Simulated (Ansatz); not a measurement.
# C2H5Si (SMILES C=C[SiH2]): UB3LYP/6-31G(d) (spherical functions)

Aim: the electronic atomisation energy of C2H5Si at UB3LYP/6-31G* (spherical functions), from 4 runs. 

The results are computed with Ansatz 0.2.0.

25 further runs of the same task are left out: 25 set aside as unsound or not needed.

## 1. The system as given

C2H5Si has 8 atoms, charge 0, and is taken as a doublet. As SMILES, `C=C[SiH2]`. The coordinates come from a PBE0-D4/def2-TZVP relaxation.

Bond lengths: C1–C2 1.338 Å, C2–Si3 1.837 Å, C1–H4 1.086 Å, C1–H5 1.086 Å, C2–H6 1.089 Å, Si3–H7 1.487 Å, Si3–H8 1.487 Å. Angles: C1–C2–Si3 124.1°, C1–C2–H6 118.0°, Si3–C2–H6 117.8°, C2–C1–H4 121.8°, C2–C1–H5 122.0°, C2–Si3–H7 112.1°, C2–Si3–H8 113.3°, H4–C1–H5 116.2°, H7–Si3–H8 112.2°.

## 2. A single-point energy at UB3LYP/6-31G(d) (spherical functions)

Contents of molecule.yaml:

```yaml
crystal:
  periodic: [false, false, false]
  atoms:
    - {symbol: C, position_ang: [-0.408600, 0.930200, -0.877900]}
    - {symbol: C, position_ang: [-0.357700, 0.348900, 0.326600]}
    - {symbol: Si, position_ang: [0.886400, -0.913500, 0.807600]}
    - {symbol: H, position_ang: [0.266200, 0.644900, -1.679900]}
    - {symbol: H, position_ang: [-1.129000, 1.708400, -1.111700]}
    - {symbol: H, position_ang: [-1.056700, 0.689200, 1.089200]}
    - {symbol: H, position_ang: [1.531500, -1.544100, -0.375100]}
    - {symbol: H, position_ang: [0.360000, -1.921200, 1.765400]}
basis:
  gaussian:
    orbitals: 6-31G_st_-spherical.json
magnetization:
  spin_polarized: true
  initial_magnetization: 1
hamiltonian:
  xc: {name: B3LYP}
accuracy: high
output: {orbitals: {seedname: orbitals}}
```

The basis set 6-31G* is read from a file made from the Basis Set Exchange's data (not shown).

On the command line:

```
$ ansatz run molecule.yaml --threads 1 --pin off --max-ram 3480MiB --events-out events.jsonl --progress --plain --runs-dir runs
```

Output:

```text
Warning: RAYON_NUM_THREADS=1 ignored (pool sized by the plan → 1); use --threads N
Functional definition: B3LYP
  name "B3LYP"
  parameter a0 = 0.2
  parameter ax = 0.72
  parameter ac = 0.81
  exchange = (1 - a0 - ax)*slater_x + ax*b88_x + a0*exact_x
  correlation = (1 - ac)*vwn_rpa_c + ac*lyp_c
1307 factors; integrals over basis functions are off by at most 3.4e-9 eV
mean field evaluation 1: about -10024.2661 eV, gradient 3.4e1 eV
mean field evaluation 2: about -10008.3136 eV, gradient 5.7e1 eV
mean field evaluation 4: about -10030.7674 eV, gradient 3.7e0 eV
mean field evaluation 8: about -10031.0144 eV, gradient 5.8e-1 eV
mean field evaluation 16: about -10031.0177 eV, gradient 2.5e-4 eV
mean field -10031.01772849 eV, -368.6331022540 hartree, gradient 3.6e-8 eV, S^2 0.760312; 0 other end points of the search recorded, 0 dependent functions left out
reference -10031.01776397 eV, -368.6331035580 hartree; 16, 15 occupied and 40, 41 virtual orbitals, 1307 factors
Total energy: -10031.01776397 eV, -368.6331035580 hartree
```

Run time: 6.9 s. Hardware: 1 thread of Arm Neoverse V2, shared host; peak memory 0.23 GiB.

## 3. The C atom at the same level

Contents of in.yaml:

```yaml
crystal:
  periodic: [false, false, false]
  atoms:
    - {symbol: C, position_ang: [0.000000, 0.000000, 0.000000]}
basis:
  gaussian:
    orbitals: 6-31G_st_-spherical.json
magnetization:
  spin_polarized: true
  initial_magnetization: 2
hamiltonian:
  xc: {name: B3LYP}
accuracy: high
```

The basis set 6-31G* is read from a file made from the Basis Set Exchange's data (not shown).

Run the same way, it converges to -37.84469 Eh (log not shown).

## 4. The H atom at the same level

Contents of input.yaml:

```yaml
crystal:
  periodic: [false, false, false]
  atoms:
    - {symbol: H, position_ang: [0.000000, 0.000000, 0.000000]}
basis:
  gaussian:
    orbitals: "6-31G*"
accuracy: high
magnetization:
  spin_polarized: true
  initial_magnetization: 1
hamiltonian:
  xc: {name: B3LYP}
total_charge: 0
```

Run the same way, it converges to -0.50027 Eh (log not shown).

## 5. The Si atom, same level

Contents of in.yaml:

```yaml
crystal:
  periodic: [false, false, false]
  atoms:
    - {symbol: Si, position_ang: [0.000000, 0.000000, 0.000000]}
basis:
  gaussian:
    orbitals: 6-31G_st_-spherical.json
accuracy: high
hamiltonian:
  xc: {name: B3LYP}
magnetization:
  spin_polarized: true
  initial_magnetization: 2
```

The basis set 6-31G* is read from a file made from the Basis Set Exchange's data (not shown).

Run the same way, it converges to -289.36979 Eh (log not shown).

## 6. Results

At UB3LYP/6-31G* (spherical functions):

| quantity | value |
| --- | --- |
| molecule: total energy | -368.63310 Eh |
| molecule: HOMO energy (highest over α and β) | -5.30 eV |
| molecule: LUMO energy (lowest over α and β) | -2.51 eV |
| molecule: ⟨S²⟩ | 0.760 |
| C atom: total energy | -37.84469 Eh |
| C atom: ⟨S²⟩ | 2.002 |
| H atom: total energy | -0.50027 Eh |
| H atom: ⟨S²⟩ | 0.750 |
| Si atom: total energy | -289.36979 Eh |
| Si atom: ⟨S²⟩ | 2.002 |
| electronic atomisation energy | 29.186 eV |

Taking the molecule apart into free atoms costs 29.19 eV (2816 kJ/mol), before zero-point energy and without spin-orbit coupling.
